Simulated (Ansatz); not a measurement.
# C₂H₇Sb: small, medium and large basis sets

One table from this session's results is given with a row withheld; the runs are named, their logs left out.

Computed with Ansatz 0.2.0, Gaussian basis. Level: one geometry, several basis sets.

The runs, in order: PBE0-D4/def2-SVP; ωB97M-V/def2-SVP; PBE0-D4/def2-QZVPP; ωB97M-V/def2-QZVPP; the functionals' def2-TZVPP values are taken from earlier runs.

### The geometry

An earlier PBE0-D4 in a triple-zeta def2 set relaxation fixed the geometry. Sb takes the def2 core potential; no spin-orbit term is included.

SMILES `C[CH2][SbH2]`, 10 atoms, charge 0, spin multiplicity 1.

Atoms are counted from 1 here; the program's logs count them from 0.

Bond lengths: C1–C2 1.516 Å, C1–H4 1.095 Å, C1–H5 1.092 Å, C1–H6 1.092 Å, C2–Sb3 2.169 Å, C2–H7 1.093 Å, C2–H8 1.093 Å, Sb3–H9 1.712 Å, Sb3–H10 1.712 Å. Angles: C2–C1–H4 111.2°, C2–C1–H5 111.4°, C2–C1–H6 111.4°, H4–C1–H5 107.7°, H4–C1–H6 107.7°, H5–C1–H6 107.3°, C1–C2–Sb3 115.3°, C1–C2–H7 111.5°, C1–C2–H8 111.5°, Sb3–C2–H7 105.7°, Sb3–C2–H8 105.7°, H7–C2–H8 106.7°, C2–Sb3–H9 93.6°, C2–Sb3–H10 93.6°, H9–Sb3–H10 91.1°.

Coordinates:

```mol
C2H7Sb
  3D, bonds by distance, orders not assigned

 10  9  0  0  0  0  0  0  0  0999 V2000
   -0.8484    0.4215   -0.5822 C   0  0
   -0.0641   -0.8156   -0.1897 C   0  0
    1.6105   -0.4664    1.1445 Sb  0  0
   -1.6756    0.1695   -1.2543 H   0  0
   -0.2144    1.1489   -1.0944 H   0  0
   -1.2719    0.9188    0.2934 H   0  0
    0.3553   -1.3178   -1.0655 H   0  0
   -0.6986   -1.5472    0.3174 H   0  0
    0.7107    0.5571    2.1809 H   0  0
    2.1796    0.8800    0.2530 H   0  0
  1  2  8  0
  2  3  8  0
  1  4  8  0
  1  5  8  0
  1  6  8  0
  2  7  8  0
  2  8  8  0
  3  9  8  0
  3 10  8  0
M  END
```

The first run:

File in.yaml:

```yaml
crystal:
  periodic: [false, false, false]
  atoms:
    - {symbol: C, position_ang: [-0.848360, 0.421493, -0.582187]}
    - {symbol: C, position_ang: [-0.064093, -0.815567, -0.189735]}
    - {symbol: Sb, position_ang: [1.610482, -0.466380, 1.144465]}
    - {symbol: H, position_ang: [-1.675603, 0.169522, -1.254310]}
    - {symbol: H, position_ang: [-0.214445, 1.148869, -1.094370]}
    - {symbol: H, position_ang: [-1.271872, 0.918772, 0.293373]}
    - {symbol: H, position_ang: [0.355273, -1.317786, -1.065503]}
    - {symbol: H, position_ang: [-0.698591, -1.547199, 0.317408]}
    - {symbol: H, position_ang: [0.710750, 0.557136, 2.180933]}
    - {symbol: H, position_ang: [2.179560, 0.880039, 0.253025]}
basis:
  gaussian: {orbitals: def2-SVP}
hamiltonian: {xc: pbe0, dispersion: d4}
output: {orbitals: {seedname: orbitals}}
```

Steps of the session up to this table: PBE0-D4 in def2-SVP; ωB97M-V in def2-SVP; PBE0-D4 in def2-QZVPP; ωB97M-V in def2-QZVPP.

One of the session's tables, all rows but one given; the rest of the session is left out.

It belongs to the step «Functionals by basis». 

| functional | basis | HOMO (eV) | LUMO (eV) |
| --- | --- | --- | --- |
| PBE0-D4 | def2-SVP | -6.84 | 0.10 |
| PBE0-D4 | def2-TZVPP | -6.90 | -0.20 |
| PBE0-D4 | def2-QZVPP | -6.91 | -0.30 |
| ωB97M-V | def2-SVP | -8.90 | 1.91 |
| ωB97M-V | def2-TZVPP | -8.99 | 1.37 |
| ωB97M-V | def2-QZVPP | ? | ? |

**Question.** Estimate the row for ωB97M-V, def2-QZVPP.

As computed: HOMO (eV): -9.00; LUMO (eV): 1.14. In the column «HOMO (eV)» it is the lowest.
